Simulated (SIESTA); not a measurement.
The system is Nb3AlC2.

```
Nb Al C
1.0
     3.13331    0.00000    0.00000
    -1.56666    2.71353    0.00000
     0.00000    0.00000   19.20159
Nb Al C
6 2 4
Direct
  0.00000 0.00000 0.00000
  0.00000 0.00000 0.50000
  0.66667 0.33333 0.13384
  0.33333 0.66667 0.63384
  0.33333 0.66667 0.86616
  0.66667 0.33333 0.36616
  0.00000 0.00000 0.25000
  0.00000 0.00000 0.75000
  0.66667 0.33333 0.56946
  0.33333 0.66667 0.06946
  0.66667 0.33333 0.93054
  0.33333 0.66667 0.43054
```

The cell comes from a database or a generator and needn't be the stable form of this composition.

- Program: SIESTA 5.4.2
- Task: single point
- Functional: PBEsol
- Potentials or basis: PseudoDojo 0.4 standard (PBEsol files)
- Basis: DZP (energy shift 0.003 Ry; two zetas on semicore shells)
- Grid cutoff: 800 Ry
- Energy shift: 0.003 Ry
- k mesh: 10 × 10 × 2
- Occupations: fermi-dirac, width 0.05 eV
- Spin: no spin polarisation

On this cell: pressure -4.8 GPa; largest force 0.333 eV/Å; band gap on the k mesh none (metal or under the smearing width).

The same run follows on a disturbed copy (atoms moved at random, drawn with an rms of 0.05 Å):

```
CELL_PARAMETERS angstrom
3.13331 0.00000 0.00000
-1.56666 2.71353 0.00000
0.00000 0.00000 19.20159
ATOMIC_POSITIONS crystal
Nb 0.01168 0.01241 0.00264
Nb 0.00406 0.99541 0.50184
Nb 0.68134 0.34227 0.13286
Nb 0.35235 0.67544 0.63451
Nb 0.34213 0.66993 0.86550
Nb 0.66190 0.32983 0.36472
Al 0.00142 0.01395 0.24818
Al 0.98156 0.97228 0.75145
C 0.67770 0.34122 0.56859
C 0.33263 0.67118 0.06904
C 0.67879 0.33380 0.92990
C 0.33619 0.65937 0.42952
```

**Question.** What changes?

**Answer.** The energy (extrapolated to zero smearing) moves by +11.0 meV/atom; pressure -4.8 GPa; largest force 1.321 eV/Å; band gap on the k mesh none (metal or under the smearing width).

Forces on the atoms (eV/Å):
```
Nb  -0.067 -0.291 -1.287
Nb   0.031  0.196 -0.983
Nb  -0.382 -0.098 -0.033
Nb  -0.238 -0.130 -0.431
Nb   0.011 -0.143  0.755
Nb   0.169  0.010  0.549
Al   0.080 -0.093  0.171
Al   0.162  0.238 -0.264
C    0.105 -0.306  0.622
C    0.532  0.240  0.351
C   -0.233  0.195  0.310
C   -0.169  0.182  0.238
```

Stress tensor (GPa, compression positive):
```
-4.55 -0.09 -0.16
-0.09 -4.96 -0.35
-0.16 -0.35 -4.83
```

Caveats: the basis of atomic orbitals isn't converged, which shifts pressures, moduli and gaps.
